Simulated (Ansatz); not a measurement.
Task: a geometry optimisation of BrH5OSiSn, SMILES O[SiH](Br)[SnH3], with Ansatz's Python interface. Give the script and its output. Use: PBE, def2-SVP basis, multiplicity 1, D4 dispersion.

```xyz
9

O    -2.0045    0.0972    0.7660
Si   -0.7405    0.8405   -0.0959
Br    0.0653    2.5688    1.0820
Sn    1.1325   -0.8730   -0.4390
H    -1.6502   -0.2175    1.5707
H    -1.2013    1.3461   -1.4037
H     0.4393   -2.2162   -1.3621
H     1.6415   -1.4471    1.1172
H     2.4063   -0.1450   -1.2522
```

`brh5osisn.py`
```python
'''Relax the BrH5OSiSn molecule.'''

import warnings

import ansatz as az
from ase import Atoms
import numpy as np

BASIS_SET = 'def2-SVP'
FUNCTIONAL = 'pbe'
VDW = 'd4'

warnings.simplefilter('ignore', az.DeckWarning)

atoms = Atoms(['O', 'Si', 'Br', 'Sn', 'H', 'H', 'H', 'H', 'H'], positions=[
    (-2.0045, 0.0972, 0.766),
    (-0.7405, 0.8405, -0.0959),
    (0.0653, 2.5688, 1.082),
    (1.1325, -0.873, -0.439),
    (-1.6502, -0.2175, 1.5707),
    (-1.2013, 1.3461, -1.4037),
    (0.4393, -2.2162, -1.3621),
    (1.6415, -1.4471, 1.1172),
    (2.4063, -0.145, -1.2522),
])
geometry = az.Crystal.molecule_from_ase(atoms)

base = geometry.calculation()
base = base.basis(gaussian=BASIS_SET)
base = base.functional(FUNCTIONAL, dispersion=VDW).scf(lower_state_search='off')
symbols = [site.symbol for site in geometry.cartesian_sites]
start = np.array([site.position_ang for site in geometry.cartesian_sites], dtype=float)
def progress(event):
    if event['event'] == 'relax_step':
        row = event['data']
        print(f'step {row["step"]:3d}  E = {row["lagrangian_ev"]:.6f} eV  max force {row["allowed_force_max_ev_ang"]:.4f} eV/A')


data = base.relax(force_tolerance=0.005).session().plan().execute(on_event=progress).report
end = np.array(data['positions_ang'])

for key in ('converged', 'free_energy_ev', 'reference_energy_ev', 'n_frozen', 'n_occupied', 'n_virtual'):
    print(f'{key:22s} {data[key]}')

print('bond        before    after (A)')
for i, j in [(0, 1), (0, 4), (1, 2), (1, 3), (1, 5), (3, 6), (3, 7), (3, 8)]:
    d0, d1 = (np.linalg.norm(xyz[i] - xyz[j]) for xyz in (start, end))
    print(f'{symbols[i]}{i}-{symbols[j]}{j}'.ljust(10), f'{d0:8.4f} {d1:8.4f}')

charges = data['charge_distribution']
dipole = np.array(charges['dipole_moment_e_ang']) * 4.803205
print('dipole (D): {:.3f} {:.3f} {:.3f}, length {:.3f}'.format(*dipole, np.linalg.norm(dipole)))
print('atom  Mulliken   Lowdin')
for symbol, m, l in zip(symbols, charges['mulliken_charges_e'], charges['lowdin_charges_e']):
    print(f'{symbol:4s} {m:9.3f} {l:8.3f}')
with open('brh5osisn_opt.xyz', 'w') as handle:
    handle.write(f'{len(symbols)}\nrelaxed BrH5OSiSn\n')
    handle.writelines(f'{s:2s} {x:11.6f} {y:11.6f} {z:11.6f}\n' for s, (x, y, z) in zip(symbols, end))
```

Running `python brh5osisn.py` prints:
```text
step   1  E = -85856.005013 eV  max force 2.3995 eV/A
step   2  E = -85856.090074 eV  max force 0.8061 eV/A
step   3  E = -85856.098024 eV  max force 1.1062 eV/A
step   4  E = -85856.117952 eV  max force 1.1103 eV/A
step   5  E = -85856.158285 eV  max force 0.2042 eV/A
step   6  E = -85856.163856 eV  max force 0.0357 eV/A
step   7  E = -85856.164564 eV  max force 0.0104 eV/A
step   8  E = -85856.164655 eV  max force 0.0077 eV/A
step   9  E = -85856.164645 eV  max force 0.0092 eV/A
step  10  E = -85856.164684 eV  max force 0.0023 eV/A
step  11  E = -85856.164698 eV  max force 0.0034 eV/A
step  12  E = -85856.164712 eV  max force 0.0049 eV/A
step  13  E = -85856.164727 eV  max force 0.0054 eV/A
step  14  E = -85856.164734 eV  max force 0.0049 eV/A
converged              True
free_energy_ev         -85856.1647773427
reference_energy_ev    -85855.9269401409
n_frozen               0
n_occupied             [42, 42]
n_virtual              [73, 73]
bond        before    after (A)
O0-Si1       1.7009   1.6782
O0-H4        0.9339   0.9742
Si1-Br2      2.2414   2.2638
Si1-Sn3      2.5616   2.5905
Si1-H5       1.4759   1.4978
Sn3-H6       1.7711   1.7304
Sn3-H7       1.7351   1.7305
Sn3-H8       1.6775   1.7262
dipole (D): 0.072 -1.329 0.350, length 1.377
atom  Mulliken   Lowdin
O       -0.336    0.061
Si       0.430    0.048
Br      -0.246    0.021
Sn       0.152    0.123
H        0.195   -0.002
H       -0.037   -0.067
H       -0.055   -0.064
H       -0.055   -0.061
H       -0.048   -0.059
```

`brh5osisn_opt.xyz`, as written:
```text
9
relaxed BrH5OSiSn
O    -2.040539    0.182954    0.778485
Si   -0.755741    0.829916   -0.085827
Br    0.174566    2.581387    1.005804
Sn    1.144572   -0.890952   -0.457126
H    -1.809405   -0.223483    1.633102
H    -1.377274    1.367162   -1.338225
H     0.604353   -2.231971   -1.407925
H     1.641467   -1.494680    1.086657
H     2.506402   -0.166533   -1.231944
```

These settings explore the input space; basis and method may be short of convergence. The end point is the stationary point reached from this start; no frequency run checks that it is a minimum, and the basis set is modest. def2 sets replace the cores of elements past krypton by effective core potentials. The Löwdin charges here are taken after orthogonalising the functions within each atom; they differ from plain Löwdin charges, and their signs can be unphysical. Total less reference energy is the dispersion correction. It ran for 28 s on 1 thread of Intel(R) Xeon(R) 6975P-C (Granite Rapids) (shared host), peak memory 0.23 GiB.

(Lines on the test bed's own set-up are left out of the output.)
